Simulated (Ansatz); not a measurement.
# F2H2OSeZr: the cost of one run

Method: functionals in def2-TZVPP, the program's frozen cores in correlated methods; program: Ansatz 0.2.0, Gaussian basis.

Plan: PBE-D4, r2SCAN-D4, PBE0-D4, B3LYP-D4, ωB97X-V, ωB97M-V, B2PLYP; CCSD(T)/def2-TZVPP; MP2/def2-QZVPP; extrapolation to the limit.

## Step 1: The geometry

The geometry comes from an earlier relaxation with PBE0-D4 in a triple-zeta def2 set; it is a stationary point, not always the lowest conformer. Zr takes the def2 core potential; no spin-orbit term is included.

7 atoms, charge 0, spin multiplicity 1.

Atoms are counted from 1 here; the program's logs count them from 0.

Bond lengths: O1–Zr2 1.892 Å, O1–H6 0.954 Å, Zr2–F3 1.900 Å, Zr2–F4 1.900 Å, Zr2–Se5 2.590 Å, Se5–H7 1.474 Å. Angles: Zr2–O1–H6 172.0°, O1–Zr2–F3 112.0°, O1–Zr2–F4 111.9°, O1–Zr2–Se5 105.3°, F3–Zr2–F4 107.3°, F3–Zr2–Se5 110.2°, F4–Zr2–Se5 110.2°, Zr2–Se5–H7 88.8°.

## Step 2: PBE-D4 (GGA)

Contents of in.yaml:

```yaml
crystal:
  periodic: [false, false, false]
  atoms:
    - {symbol: O, position_ang: [-1.699818, -0.306394, -0.679801]}
    - {symbol: Zr, position_ang: [0.114307, -0.346643, -0.145048]}
    - {symbol: F, position_ang: [0.486748, -1.821240, 0.994165]}
    - {symbol: F, position_ang: [1.289240, -0.471125, -1.633387]}
    - {symbol: Se, position_ang: [0.502130, 1.880284, 1.118907]}
    - {symbol: H, position_ang: [-2.592088, -0.406268, -1.001218]}
    - {symbol: H, position_ang: [1.899491, 1.471396, 1.346382]}
basis:
  gaussian: {orbitals: def2-TZVPP}
hamiltonian: {xc: pbe, dispersion: d4}
output: {forces: true, orbitals: {seedname: orbitals}}
```

Command:

```sh
$ ansatz run in.yaml --threads 2 --pin off --events-out ev --progress --plain --max-ram 32768MiB --backend cpu
```

**Question.** How long does this run take on 2 threads of AMD EPYC 7R13, shared host, and how much memory does it need?

About 4.7 s, with a peak of 0.29 GiB.
